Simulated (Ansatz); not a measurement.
**CH3FInO radical: one species, many methods**

The task here is to estimate one member of a computed series from the others.

Method: functionals in def2-TZVPP, the program's frozen cores in correlated methods; program: Ansatz 0.2.0, Gaussian basis.

Levels to be run: LDA (SPW92), PBE-D4, revPBE-D4, BLYP-D4, r2SCAN-D4, B97M-V, PBE0-D4, B3LYP-D4, r2SCANh-D4, r2SCAN0-D4, HSE06-D4, BHLYP-D4, CAM-B3LYP-D4, LC-ωPBE, ωB97X-V, ωB97M-V, B2PLYP, PBE-QIDH; CCSD(T)/def2-SVP; CCSD(T)/def2-TZVPP; MP2/def2-QZVPP; extrapolation to the limit; RPA on PBE.

### The relaxed structure

The geometry comes from an earlier relaxation with PBE0-D4 in a triple-zeta def2 set; it is a stationary point, not always the lowest conformer. In takes the def2 core potential; no spin-orbit term is included.

SMILES `C[O][In][F]`, 7 atoms, charge 0, spin multiplicity 2.

Atoms are counted from 1 here; the program's logs count them from 0.

Bond lengths: C1–O2 1.411 Å, C1–H5 1.097 Å, C1–H6 1.096 Å, C1–H7 1.096 Å, O2–In3 2.011 Å, In3–F4 1.974 Å. Angles: O2–C1–H5 113.9°, O2–C1–H6 109.5°, O2–C1–H7 109.6°, H5–C1–H6 107.6°, H5–C1–H7 107.6°, H6–C1–H7 108.5°, C1–O2–In3 118.1°, O2–In3–F4 112.2°.

Set-up of the first run:

Contents of in.yaml:

```yaml
crystal:
  periodic: [false, false, false]
  atoms:
    - {symbol: C, position_ang: [0.217515, 0.862652, 0.000141]}
    - {symbol: O, position_ang: [-0.179686, 0.100866, 1.119381]}
    - {symbol: In, position_ang: [-0.613897, -1.842286, 0.837027]}
    - {symbol: F, position_ang: [-0.411846, -2.383586, -1.050096]}
    - {symbol: H, position_ang: [0.236196, 0.296442, -0.939324]}
    - {symbol: H, position_ang: [-0.472917, 1.703557, -0.133596]}
    - {symbol: H, position_ang: [1.224635, 1.262345, 0.166456]}
basis:
  gaussian: {orbitals: def2-TZVPP}
magnetization: {spin_polarized: true, initial_magnetization: 1}
hamiltonian: {xc: lda}
output: {orbitals: {seedname: orbitals}}
```

Steps of the session up to this table: LDA; PBE-D4 (GGA); revPBE-D4 (GGA); BLYP-D4 (GGA); r2SCAN-D4 (meta-GGA); B97M-V (meta-GGA); PBE0-D4 (hybrid); B3LYP-D4 (hybrid); r2SCANh-D4 (hybrid); r2SCAN0-D4 (hybrid); HSE06-D4 (hybrid); BHLYP-D4 (hybrid); CAM-B3LYP-D4 (range-separated); LC-ωPBE (range-separated); ωB97X-V (range-separated); ωB97M-V (range-separated); B2PLYP (double hybrid); PBE-QIDH (double hybrid).

One of the session's tables, all rows but one given; the rest of the session is left out.

It belongs to the step «Orbital energies across the functionals». 

| functional | HOMO (eV) | LUMO (eV) | gap (eV) |
| --- | --- | --- | --- |
| LDA (SPW92) | -6.14 | -5.45 | 0.69 |
| PBE-D4 | -5.96 | -5.08 | 0.89 |
| revPBE-D4 | -5.90 | -4.93 | 0.97 |
| BLYP-D4 | -5.84 | -5.11 | 0.72 |
| r2SCAN-D4 | -6.37 | -4.81 | 1.56 |
| B97M-V | -6.03 | -5.20 | 0.83 |
| PBE0-D4 | -7.15 | -4.24 | 2.91 |
| B3LYP-D4 | -6.94 | -4.66 | 2.29 |
| r2SCANh-D4 | -6.82 | -4.51 | 2.31 |
| r2SCAN0-D4 | -7.48 | -4.06 | 3.42 |
| HSE06-D4 | -6.75 | -4.61 | 2.15 |
| BHLYP-D4 | -8.18 | -3.55 | 4.63 |
| CAM-B3LYP-D4 | -8.45 | -3.44 | 5.00 |
| LC-ωPBE | ? | ? | ? |
| ωB97X-V | -9.27 | -2.32 | 6.96 |
| ωB97M-V | -9.29 | -2.56 | 6.73 |

Q: Estimate the row for LC-ωPBE from the others.

**Answer.** HOMO (eV): -9.70; LUMO (eV): -1.94; gap (eV): 7.76. In the column «HOMO (eV)» it is the lowest.
